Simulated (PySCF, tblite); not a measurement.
# CH₅GeO₂ radical: geometry, infrared bands and EPR parameters

Wanted: the infrared bands and EPR parameters of CH₅GeO₂ radical (`[O]C[O][GeH3]`), by calculation.

Programs: tblite 0.8.0 and PySCF 2.14.0, with density-fitted response routines of our own. Each step states its level of theory. These are calculated values for one molecule in the gas phase, unless marked as measured. Atoms are numbered from 0 throughout.

## (1) Starting geometry

9 atoms, charge 0, multiplicity 2; geometry from: force field or distance geometry start.

Bonds of the start (Å): O0–C1 1.39, C1–O2 1.39, O2–Ge3 1.81, C1–H4 1.09, C1–H5 1.14, Ge3–H6 1.54, Ge3–H7 1.53, Ge3–H8 1.58.

## (2) Optimising the geometry with GFN2-xTB

Job settings and geometry (Å):

```
{"job": {"kind": "relax", "xc": "GFN2-xTB", "basis": "xTB"}, "charge": 0, "multiplicity": 2}
O      0.965600     1.278200     0.664200
C      1.298200     0.089900     0.017600
O      0.410500    -0.076600    -1.033100
Ge    -1.214000    -0.122900    -0.240100
H      2.352800     0.031800    -0.266700
H      1.038700    -0.785400     0.698800
H     -1.616500     1.323200     0.081500
H     -2.267400    -0.856800    -1.072300
H     -0.954400    -0.875500     1.124900
```

Started as:

```bash
OMP_NUM_THREADS=1 python probes_run.py task.json out
```

This one command runs all jobs of the session in turn.

**Question.** This job is followed by: GFN2-xTB harmonic vibrations, gas phase; UKS B3LYP, def2-TZVP-core on Ge, pcH-1 on C H O, non-relativistic, mean-field spin-orbit, GIAO. Predict these results of the whole session: strongest single infrared mode (GFN2-xTB); zero-point energy (GFN2-xTB); g(iso) (B3LYP); ⟨S²⟩; largest a(iso) (averaged by class); potential on the surface of density 0.002 e/bohr³, 1st and 99th percentile.

**Answer**, as computed:

| quantity | value |
| --- | --- |
| strongest single infrared mode (GFN2-xTB) | 2069 cm⁻¹, 420 km/mol |
| zero-point energy (GFN2-xTB) | 33.0 kcal/mol |
| g(iso) (B3LYP) | 2.01100 |
| ⟨S²⟩ | 0.756 (exact 0.75) |
| largest a(iso) (averaged by class) | 1H on H4, H5, 376.2 MHz |
| potential on the surface of density 0.002 e/bohr³, 1st and 99th percentile | -1.28 V and 1.39 V |

**Reading.** The optimisation took 59 steps and gained 0.993 eV; among the close pairs (by a distance rule), O0–C1 changed most, from 1.393 to 1.289 Å. No mode is imaginary among the 21: a minimum at this level. The strongest single mode, at 2069 cm⁻¹, moves mainly H7. Unscaled tight-binding wavenumbers are off by several per cent, some by more. Its intensities can rank the bands wrongly. Most of the unpaired spin sits on O0 (0.68 e). The isotropic g lies 8.7 ppt above the free-electron value. The hyperfine terms hold no scalar relativity, which the heavier nuclei need.
